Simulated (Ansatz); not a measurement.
# C2H8BFSi: up Jacob's ladder to CCSD(T)

How much do the methods differ for C2H8BFSi? The plan is to run it at one geometry with functionals of several rungs and with coupled cluster. The yardstick is the atomisation energy at the CCSD(T) limit.

Program: Ansatz 0.2.0, Gaussian basis. Level of theory: functionals in def2-TZVPP, the program's frozen cores in correlated methods. These are calculated values, not measurements.

The runs, in order: PBE-D4, r2SCAN-D4, PBE0-D4, B3LYP-D4, ωB97X-V, ωB97M-V, B2PLYP; CCSD(T)/def2-TZVPP; MP2/def2-QZVPP; extrapolation to the limit.

## Step 1: The relaxed structure

The geometry comes from an earlier relaxation with PBE0-D4 in a triple-zeta def2 set; it is a stationary point, not always the lowest conformer.

SMILES `B[SiH](C)CF`, 13 atoms, charge 0, spin multiplicity 1.

Atoms are counted from 1 here; the program's logs count them from 0.

Bond lengths: B1–Si2 2.010 Å, B1–H6 1.197 Å, B1–H7 1.197 Å, Si2–C3 1.873 Å, Si2–C4 1.901 Å, Si2–H8 1.501 Å, C3–H9 1.092 Å, C3–H10 1.093 Å, C3–H11 1.092 Å, C4–F5 1.398 Å, C4–H12 1.095 Å, C4–H13 1.095 Å. Angles: Si2–B1–H6 122.3°, Si2–B1–H7 120.7°, H6–B1–H7 117.0°, B1–Si2–C3 115.1°, B1–Si2–C4 111.0°, B1–Si2–H8 104.8°, C3–Si2–C4 109.7°, C3–Si2–H8 110.1°, C4–Si2–H8 105.6°, Si2–C3–H9 110.9°, Si2–C3–H10 110.3°, Si2–C3–H11 111.3°, H9–C3–H10 108.0°, H9–C3–H11 108.3°, H10–C3–H11 108.0°, Si2–C4–F5 109.4°, Si2–C4–H12 111.6°, Si2–C4–H13 112.2° and more.

## Step 2: PBE-D4 (GGA)

File in.yaml:

```yaml
crystal:
  periodic: [false, false, false]
  atoms:
    - {symbol: B, position_ang: [-1.121558, 1.688915, 0.301971]}
    - {symbol: Si, position_ang: [-0.115790, -0.044418, 0.461823]}
    - {symbol: C, position_ang: [1.743308, 0.093969, 0.277727]}
    - {symbol: C, position_ang: [-0.786373, -1.336608, -0.761069]}
    - {symbol: F, position_ang: [-0.575895, -0.891056, -2.069520]}
    - {symbol: H, position_ang: [-0.616665, 2.746036, 0.548262]}
    - {symbol: H, position_ang: [-2.281607, 1.696810, 0.006539]}
    - {symbol: H, position_ang: [-0.461163, -0.562720, 1.827429]}
    - {symbol: H, position_ang: [2.148181, 0.838514, 0.966639]}
    - {symbol: H, position_ang: [2.001741, 0.398938, -0.739083]}
    - {symbol: H, position_ang: [2.233587, -0.861225, 0.478877]}
    - {symbol: H, position_ang: [-1.861261, -1.496637, -0.628670]}
    - {symbol: H, position_ang: [-0.285905, -2.305119, -0.656125]}
basis:
  gaussian: {orbitals: def2-TZVPP}
hamiltonian: {xc: pbe, dispersion: d4}
output: {forces: true, orbitals: {seedname: orbitals}}
```

Run with:

```sh
$ ansatz run in.yaml --threads 4 --pin off --events-out ev --progress --plain --max-ram 10444MiB
```

After this run come: r2SCAN-D4 (meta-GGA); PBE0-D4 (hybrid); B3LYP-D4 (hybrid); ωB97X-V (range-separated); ωB97M-V (range-separated); B2PLYP (double hybrid); CCSD(T) in def2-TZVPP; MP2 in def2-QZVPP.

**Question.** What will the summary of the whole plan be? Wanted: atomisation energy, CCSD(T)/CBS; farthest; mean size of error, hybrid; mean size of error, range-separated; gap, smallest and largest; T1 diagnostic; triples share of the correlation energy.

**Answer**, as computed:

| quantity | value |
| --- | --- |
| atomisation energy, CCSD(T)/CBS | 4580.4 kJ/mol |
| functionals within 22.9 kJ/mol (0.5 %) | PBE0-D4, B3LYP-D4, ωB97M-V |
| farthest | PBE-D4 (+63.8 kJ/mol) |
| mean size of error, hybrid | 15.5 kJ/mol |
| mean size of error, range-separated | 25.5 kJ/mol |
| gap, smallest and largest | 3.35 eV (PBE-D4), 10.28 eV (ωB97X-V) |
| T1 diagnostic | 0.0112 |
| triples share of the correlation energy | 3.3 % |

PBE-D4 is off by +63.8 kJ/mol. Double hybrids carry the basis error of their MP2 part in triple zeta, and no dispersion term here, so their miss is partly the set-up's. The reference freezes the cores and leaves out relativity and excitations past (T), so misses under about 22.9 kJ/mol can't be ranked. Hartree-Fock recovers 76 % of the binding; the rest is correlation. The gap grows from 3.4 to 10.3 eV across the functionals, mostly with the share of exact exchange.
